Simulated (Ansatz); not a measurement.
Write a Python script for Ansatz 0.2.0, Python API that makes a comparison of dispersion corrections of C2H10ClPSi2, SMILES C[SiH](P)[SiH2]CCl. Level of theory (for the species named): BLYP, def2-SVP basis, multiplicity 1, D3BJ dispersion.

```xyz
16

C    -1.7396   -0.4562   -1.4770
Si   -0.7537    0.3949   -0.1670
P    -1.5994   -0.1634    1.8196
Si    1.4520   -0.2618   -0.3165
C     2.4619    0.6165    0.9413
Cl    2.6302    2.3320    0.5038
H    -2.7947   -0.1686   -1.4275
H    -1.3777   -0.1965   -2.4770
H    -1.6892   -1.5455   -1.3792
H    -0.8862    1.8669   -0.3094
H    -1.7249   -1.5532    1.5869
H    -2.9523    0.1344    1.5332
H     1.9649   -0.0393   -1.6975
H     1.5121   -1.7312   -0.0771
H     3.4722    0.2018    1.0007
H     2.0244    0.5693    1.9426
```

`run_disp.py`:
```python
"""Size of D3 and D4 in C2H10ClPSi2."""

import warnings

import ansatz as az

BASIS = "def2-SVP"

warnings.simplefilter("ignore", az.DeckWarning)

geometry_ang = [
    ("C", (-1.7396, -0.4562, -1.477)),
    ("Si", (-0.7537, 0.3949, -0.167)),
    ("P", (-1.5994, -0.1634, 1.8196)),
    ("Si", (1.452, -0.2618, -0.3165)),
    ("C", (2.4619, 0.6165, 0.9413)),
    ("Cl", (2.6302, 2.332, 0.5038)),
    ("H", (-2.7947, -0.1686, -1.4275)),
    ("H", (-1.3777, -0.1965, -2.477)),
    ("H", (-1.6892, -1.5455, -1.3792)),
    ("H", (-0.8862, 1.8669, -0.3094)),
    ("H", (-1.7249, -1.5532, 1.5869)),
    ("H", (-2.9523, 0.1344, 1.5332)),
    ("H", (1.9649, -0.0393, -1.6975)),
    ("H", (1.5121, -1.7312, -0.0771)),
    ("H", (3.4722, 0.2018, 1.0007)),
    ("H", (2.0244, 0.5693, 1.9426)),
]
geometry = az.Crystal.molecule()
for symbol, xyz in geometry_ang:
    geometry = geometry.atom(symbol, xyz)

calculation = geometry.calculation().basis(gaussian=BASIS)
for name in ["blyp", "b3lyp"]:
    for correction in ("d3bj", "d4"):
        report = calculation.functional(name, dispersion=correction).run(threads=1).report
        print(f"{name:8s} {correction:5s} total {report['free_energy_ev']:.5f} eV, of which dispersion {1000 * report['dispersion']['energy']['ev']:.2f} meV")
```

Output of `python run_disp.py`:
```text
blyp     d3bj  total -39789.07746 eV, of which dispersion -1076.03 meV
blyp     d4    total -39789.01706 eV, of which dispersion -1015.63 meV
b3lyp    d3bj  total -39793.57040 eV, of which dispersion -892.42 meV
b3lyp    d4    total -39793.45148 eV, of which dispersion -773.51 meV
```

Caveats:
- Total energies depend on the basis set; only differences at equal settings carry meaning.
- The geometry is a force-field or estimated start, not a minimum of this method, and the basis set is short of its limit. D4 holds the three-body term, and d3bj doesn't.
- b3lyp holds the VWN-RPA fit, as in Gaussian; the form of ORCA and Turbomole is b3lyp5.
- Wall time of the script: 15 s on 1 thread of Intel(R) Xeon(R) 6975P-C (Granite Rapids) (shared host), peak memory 0.45 GiB.

(Lines on the test bed's own set-up are left out of the output.)
